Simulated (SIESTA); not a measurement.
Crystal: DyAgB4F16.

```xyz
22
Lattice="5.4054 -0.1248 -0.0296 0.1513 6.8721 0.1623 0.5296 1.2589 9.4210" Properties=species:S:1:pos:R:3 pbc="T T T"
Dy    3.0611    0.7190    4.4394
Ag    0.6849    7.8562    9.4531
B     5.5055    1.7583    3.0167
B     3.4402    2.4965    7.5507
B     2.8009    5.8142    2.2359
B     5.8404    5.7874    6.3339
F     1.3107    2.1302    3.7836
F     5.1476    0.3764    3.2725
F     0.2230    2.1515    1.7310
F     4.4203    2.4658    3.6485
F     3.0675    3.7853    7.7326
F     4.8237    2.2806    7.6538
F     2.7566    1.5749    8.3611
F     3.0844    2.1159    6.1158
F     1.5849    5.3733    1.7772
F     2.6507    0.4118    2.1505
F     2.9742    5.4852    3.6520
F     3.8727    5.3689    1.5018
F     0.4297    4.7073    5.7646
F     1.5209    6.7547    5.7822
F     0.5588    5.9421    7.7249
F     4.6014    6.5330    5.9712
```

The cell was built by a generator and needn't be a form met in nature.

Base run:

* Program: SIESTA 5.4.2
* Functional: PBE
* Potentials or basis: PseudoDojo 0.4 standard with PseudoDojo 3+ lanthanides (4f in the core) (PBE files)
* Basis: SZP (energy shift 0.003 Ry)
* Grid cutoff: 800 Ry
* Energy shift: 0.003 Ry
* k mesh: 5 × 4 × 3
* Occupations: fermi-dirac, width 0.05 eV
* Spin: collinear spin, ferromagnetic start
* Starting moments: [5.0, 0.0, 0.0, 0.0, 0.0, 0.0, 0.0, 0.0, 0.0, 0.0, 0.0, 0.0, 0.0, 0.0, 0.0, 0.0, 0.0, 0.0, 0.0, 0.0, 0.0, 0.0] μB

Its results: band gap on the k mesh 4.75 eV, indirect (least direct gap 4.78 eV); pressure 5.6 GPa; net moment 0.00 μB per cell; largest force 3.038 eV/Å.

Q: The run is repeated on the same cell with these changes: basis from SZP (energy shift 0.003 Ry) to DZP (energy shift 0.003 Ry; two zetas on semicore shells). What comes out?

A: Band gap on the k mesh 4.31 eV, indirect (least direct gap 4.33 eV); pressure 0.6 GPa; net moment 0.00 μB per cell; largest force 0.588 eV/Å.

Caveats: the magnetic or orbital state may not be the lowest; short orbitals over semicore shells can move pressures by several GPa; spin-orbit coupling is left out, which moves the levels of the heavy elements; the 4f electrons are frozen in the core as for a trivalent ion, so they carry no moment and show no levels; the basis of atomic orbitals isn't converged, which shifts pressures, moduli and gaps; forces of over 1 eV/Å show positions far from the minimum, so gaps and moduli don't describe the material at rest (some runs); an odd mesh through Γ misses points on the zone boundary, where band edges often lie (some runs).
